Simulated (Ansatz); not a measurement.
# Na4TmSb: the cost of one run

Method: DFT PBE, scalar-relativistic, plane waves, PAW; 4f electrons in the core of a trivalent norm-conserving potential, in Ansatz 0.2.0.

### 1 The structure to begin with

The structure is tetragonal, space group P4/mmm (No. 123). The conventional cell has a = 6.317 Å, b = 6.317 Å, c = 3.754 Å, α = 90.00°, β = 90.00°, γ = 90.00°. Na (site symmetry m2m) is surrounded by 1 Sb at 2.04 Å and 1 Tm at 2.43 Å. Around Tm (site symmetry 4/mmm) lie 4 Na at 2.43 Å. Around Sb (site symmetry 4/mmm) lie 4 Na at 2.04 Å.

Structure file:

```cif
data_structure
_symmetry_space_group_name_H-M 'P4/mmm'
_symmetry_Int_Tables_number 123
_cell_length_a 6.3170
_cell_length_b 6.3170
_cell_length_c 3.7540
_cell_angle_alpha 90.000
_cell_angle_beta 90.000
_cell_angle_gamma 90.000
_cell_volume 149.80
loop_
_atom_site_label
_atom_site_type_symbol
_atom_site_symmetry_multiplicity
_atom_site_Wyckoff_symbol
_atom_site_fract_x
_atom_site_fract_y
_atom_site_fract_z
_atom_site_occupancy
Na1 Na 4 k 0.27195 0.27195 0.50000 1
Tm1 Tm 1 b 0.00000 0.00000 0.50000 1
Sb1 Sb 1 d 0.50000 0.50000 0.50000 1
```

A structure generator made this guess: random cell by space group and Wyckoff sites (P4/mmm, No. 123). Its size is a rough estimate.

### 2 A first look at the guess

File input.yaml:

```yaml
crystal:
  lattice:
    - [6.31704493, 0.0, 0.0]
    - [0.0, 6.31704493, 0.0]
    - [0.0, 0.0, 3.75396168]
  atoms:
    - { symbol: Na, position: [0.2719543, 0.2719543, 0.5] }
    - { symbol: Na, position: [0.7280457, 0.7280457, 0.5] }
    - { symbol: Na, position: [0.2719543, 0.7280457, 0.5] }
    - { symbol: Na, position: [0.7280457, 0.2719543, 0.5] }
    - { symbol: Tm, position: [0.0, 0.0, 0.5] }
    - { symbol: Sb, position: [0.5, 0.5, 0.5] }
basis:
  ecutwfc: 690
kpoints:
  mp_grid: { grid: [4, 4, 4] }
hamiltonian:
  xc: pbe
  pseudopotentials:
    kind: paw
    azcp: { Tm: "pseudopotentials/pbe/nc/lanthanide_3plus/Tm.nc.azcp" }
scf:
  occupations: { method: gaussian, width: 0.1 }
  lower_state_search: "off"
output:
  forces: true
  stress: true
  eigenvalues: true
```

Command:

```console
$ ansatz run input.yaml --threads 1 --pin off --max-ram 2560MiB --backend cpu --events-out ev --progress --plain --runs-dir out
```

Q: Estimate wall time and peak memory on 1 thread of Arm Neoverse V1, shared host.

About 13 s, with a peak of 0.5 GiB.
